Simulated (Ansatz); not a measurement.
Run this with the Python package of Ansatz (0.2.0) and show what comes out.

`alclfh3si_scan.py`:
```python
"""Stretching a bond of AlClFH3Si, the rest held rigid."""

import ansatz as az
import numpy as np

BASIS = "cc-pVDZ"
XC = "r2scan0"

GEOMETRY = """
F    -1.95970    0.65580    0.68500
Si   -0.37760    0.93560    0.33190
Al    0.57170   -1.11510   -0.30550
Cl   -0.08580   -2.20110   -2.05670
H    -0.23570    1.89260   -0.78920
H     0.30550    1.47750    1.52580
H     1.84280   -1.71340    0.56310
"""

molecule = az.Crystal.molecule()
for line in GEOMETRY.strip().splitlines():
    symbol, *xyz = line.split()
    molecule = molecule.atom(symbol, [float(v) for v in xyz])

symbols = [site.symbol for site in molecule.cartesian_sites]
start = np.array([site.position_ang for site in molecule.cartesian_sites])
axis = (start[3] - start[2]) / np.linalg.norm(start[3] - start[2])
moving = [3]
lengths, energies = [1.84, 1.99, 2.16, 2.38, 2.7, 3.24, 3.89, 4.76], []
for length in lengths:
    xyz = start.copy()
    xyz[moving] += (length - np.linalg.norm(start[3] - start[2])) * axis
    point = az.Crystal.molecule()
    for symbol, place in zip(symbols, xyz):
        point = point.atom(symbol, place.tolist())
    calc = point.calculation().basis(gaussian=BASIS).functional(XC)
    r = calc.run(threads=1, backend="cpu").report
    energies.append(r["free_energy_ev"])
    print(f"r = {length:6.3f} A  E = {energies[-1]:.5f} eV  <S^2> = {abs(r['mean_field']['state']['spin_squared']):.3f}")

print("energy above the lowest point (eV):", [round(e - min(energies), 3) for e in energies])
```

Output of `python alclfh3si_scan.py`:
```text
r =  1.840 A  E = -29760.63657 eV  <S^2> = 0.000
r =  1.990 A  E = -29761.43312 eV  <S^2> = 0.000
r =  2.160 A  E = -29761.59346 eV  <S^2> = 0.000
r =  2.380 A  E = -29761.23306 eV  <S^2> = 0.000
r =  2.700 A  E = -29760.31632 eV  <S^2> = 0.000
r =  3.240 A  E = -29758.78952 eV  <S^2> = 0.000
r =  3.890 A  E = -29757.49341 eV  <S^2> = 0.000
r =  4.760 A  E = -29756.52500 eV  <S^2> = 0.000
energy above the lowest point (eV): [0.957, 0.16, 0.0, 0.36, 1.277, 2.804, 4.1, 5.068]
```

Caveats:
- Total energies depend on the basis set; only differences at equal settings carry meaning.
- The rest of the molecule is held rigid at a force-field or estimated start geometry, and the basis set is modest; single-reference methods fail as a bond breaks.
- The orbitals are restricted, so S² is zero by construction.
- Toward dissociation an unrestricted state can lie under the restricted one, by tenths of an eV for polar bonds under a functional and by 1 to 2 eV or more for others.
- Run time: 51 s on 1 thread of Arm Neoverse V1, with other jobs on the host, peak memory 0.25 GiB.

(Lines on the test bed's own set-up are left out of the output.)
